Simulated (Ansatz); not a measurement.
# CH₅BF₂OSi: one species, many methods

An exercise on one series of results from a longer session: the logs are not shown, and one member is left open.

Program: Ansatz 0.2.0, Gaussian basis. Level of theory: functionals in def2-TZVPP, the program's frozen cores in correlated methods. These are calculated values, not measurements.

The runs, in order: PBE-D4, r2SCAN-D4, PBE0-D4, B3LYP-D4, ωB97X-V, ωB97M-V, B2PLYP; CCSD(T)/def2-TZVPP; MP2/def2-QZVPP; extrapolation to the limit.

### The relaxed structure

The geometry comes from an earlier relaxation with PBE0-D4 in a triple-zeta def2 set; it is a stationary point, not always the lowest conformer.

SMILES `BOC[SiH](F)F`, 11 atoms, charge 0, spin multiplicity 1.

Atoms are counted from 1 here; the program's logs count them from 0.

Bond lengths: B1–O2 1.343 Å, B1–H7 1.203 Å, B1–H8 1.195 Å, O2–C3 1.423 Å, C3–Si4 1.870 Å, C3–H9 1.097 Å, C3–H10 1.095 Å, Si4–F5 1.588 Å, Si4–F6 1.585 Å, Si4–H11 1.475 Å. Angles: O2–B1–H7 120.0°, O2–B1–H8 116.6°, H7–B1–H8 123.4°, B1–O2–C3 122.3°, O2–C3–Si4 109.1°, O2–C3–H9 111.0°, O2–C3–H10 108.5°, Si4–C3–H9 110.3°, Si4–C3–H10 110.2°, H9–C3–H10 107.6°, C3–Si4–F5 108.0°, C3–Si4–F6 110.1°, C3–Si4–H11 113.5°, F5–Si4–F6 107.5°, F5–Si4–H11 109.3°, F6–Si4–H11 108.4°.

The first run:

in.yaml

```yaml
crystal:
  periodic: [false, false, false]
  atoms:
    - {symbol: B, position_ang: [0.534284, -2.001538, 0.416193]}
    - {symbol: O, position_ang: [0.174322, -0.787033, 0.861640]}
    - {symbol: C, position_ang: [0.580374, 0.411658, 0.211505]}
    - {symbol: Si, position_ang: [-0.930859, 1.293293, -0.448431]}
    - {symbol: F, position_ang: [-0.440335, 2.572061, -1.252251]}
    - {symbol: F, position_ang: [-1.831333, 1.801976, 0.752131]}
    - {symbol: H, position_ang: [1.239279, -2.101690, -0.552950]}
    - {symbol: H, position_ang: [0.120017, -2.940969, 1.027770]}
    - {symbol: H, position_ang: [1.283157, 0.197775, -0.603376]}
    - {symbol: H, position_ang: [1.098869, 1.044080, 0.939233]}
    - {symbol: H, position_ang: [-1.762275, 0.453186, -1.330965]}
basis:
  gaussian: {orbitals: def2-TZVPP}
hamiltonian: {xc: pbe, dispersion: d4}
output: {forces: true, orbitals: {seedname: orbitals}}
```

On the command line:

```sh
> ansatz run in.yaml --threads 4 --pin off --events-out ev --progress --plain --max-ram 10444MiB
```

Among the steps run: PBE-D4 (GGA); r2SCAN-D4 (meta-GGA); PBE0-D4 (hybrid); B3LYP-D4 (hybrid); ωB97X-V (range-separated); ωB97M-V (range-separated); B2PLYP (double hybrid); CCSD(T) in def2-TZVPP; MP2 in def2-QZVPP.

One of the session's tables, all rows but one given; the rest of the session is left out.

```
            method  atomisation energy (kJ/mol)
            PBE-D4                       4433.4
         r2SCAN-D4                       4387.6
           PBE0-D4                       4347.8
          B3LYP-D4                       4365.6
           ωB97X-V                       4383.8
           ωB97M-V                       4387.9
            B2PLYP                       4337.8
     HF/def2-TZVPP                            ?
    MP2/def2-TZVPP                       4382.0
   CCSD/def2-TZVPP                       4206.9
CCSD(T)/def2-TZVPP                       4265.8
           MP2/CBS                       4496.2
       CCSD(T)/CBS                       4380.0
```

Estimate the missing values for HF/def2-TZVPP.

The run gave: atomisation energy (kJ/mol): 3287.7. In the column «atomisation energy (kJ/mol)» it is the lowest.

To keep in mind: Free atoms (1 B, 1 O, 1 C, 1 Si, 2 F, 5 H) were run apart at each level; the atomisation energy is their sum less the molecule, without zero-point or spin-orbit terms.
